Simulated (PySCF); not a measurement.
# H6O6Rh ([Rh(OH)6]3-): the cost of one run

Programs: PySCF 2.14.0, with routines of our own; each step states its level. All values are computed. Atoms count from 0.

## 1. The starting structure

13 atoms, charge -3, states of the metal's open shell are computed; geometry from: model start, shaken.

## 2. Geometry optimisation at PBE0-D3(BJ)/def2-SVP

The job: settings as JSON, then the geometry in Å.

```
{"job": {"xc": "PBE0", "basis": "def2-SVP", "d3": "d3bj", "grid": 1, "maxiter": 45, "solvent": "water", "kind": "geom"}, "charge": -3, "metal": "Rh", "open_shell": "d6"}
Rh     0.000020     0.004480    -0.004110
O     -0.013360    -0.006820     1.980130
H      0.800900     0.020100     2.527620
O     -0.009310     0.007350    -1.989650
H     -0.798420    -0.013960    -2.535440
O      2.005430    -0.020160    -0.006860
H      2.506480     0.780660    -0.027630
O     -1.998530    -0.019010     0.004070
H     -2.532650    -0.802800    -0.037750
O     -0.008080     1.994270     0.001700
H     -0.022950     2.527830     0.785320
O     -0.012130    -1.979090    -0.012110
H     -0.000490    -2.521730    -0.808750
```

On the command line:

```
> OMP_NUM_THREADS=1 python lf_run.py task.json out
```

The driver reads the jobs from task.json and runs them one after another.

Q: Estimate the wall time and peak memory of this first job on 1 thread of AMD EPYC 9R45, shared host.

About 2.6 min, with a peak of 1.3 GiB.
